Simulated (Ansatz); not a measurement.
# CH3BiF2: the cost of one run

Method: RHF/def2-SVP, in Ansatz 0.2.0.

## Step 1: The starting structure

Bond lengths: C1–Bi2 2.204 Å, Bi2–F3 2.070 Å, Bi2–F4 2.021 Å, C1–H5 1.164 Å, C1–H6 1.124 Å, C1–H7 1.135 Å. Angles: C1–Bi2–F3 88.9°, C1–Bi2–F4 91.2°, F3–Bi2–F4 89.3°, Bi2–C1–H5 110.7°, Bi2–C1–H6 113.6°, Bi2–C1–H7 112.2°, H5–C1–H6 105.9°, H5–C1–H7 106.7°, H6–C1–H7 107.4°.

Structure file:

```xyz
7

C    -0.2623    0.7582   -0.2932
Bi    0.9413   -1.0770   -0.4972
F     1.5163   -0.8705    1.4802
F    -0.6159   -2.2177    0.1014
H    -1.0150    0.8564   -1.1760
H    -0.8818    0.7876    0.6444
H     0.3787    1.6950   -0.3052
```

## Step 2: Relaxing end A

Input file input.yaml:

```yaml
crystal:
  periodic: [false, false, false]
  atoms:
    - { symbol: C, position_ang: [-0.2623, 0.7582, -0.2932] }
    - { symbol: Bi, position_ang: [0.9413, -1.077, -0.4972] }
    - { symbol: F, position_ang: [1.5163, -0.8705, 1.4802] }
    - { symbol: F, position_ang: [-0.6159, -2.2177, 0.1014] }
    - { symbol: H, position_ang: [-1.015, 0.8564, -1.176] }
    - { symbol: H, position_ang: [-0.8818, 0.7876, 0.6444] }
    - { symbol: H, position_ang: [0.3787, 1.695, -0.3052] }
basis:
  gaussian: { orbitals: def2-SVP }
hamiltonian:
  xc: hf
relax:
  f_tol: 0.015
  max_steps: 40
```

Run with:

```console
> ansatz run input.yaml --threads 1 --pin off --max-ram 2048MiB --backend cpu --events-out ev --progress --plain --runs-dir out
```

**Question.** How long does this run take on 1 thread of Arm Neoverse V1, shared host, and how much memory does it need?

About 16 s, with a peak of 0.16 GiB.
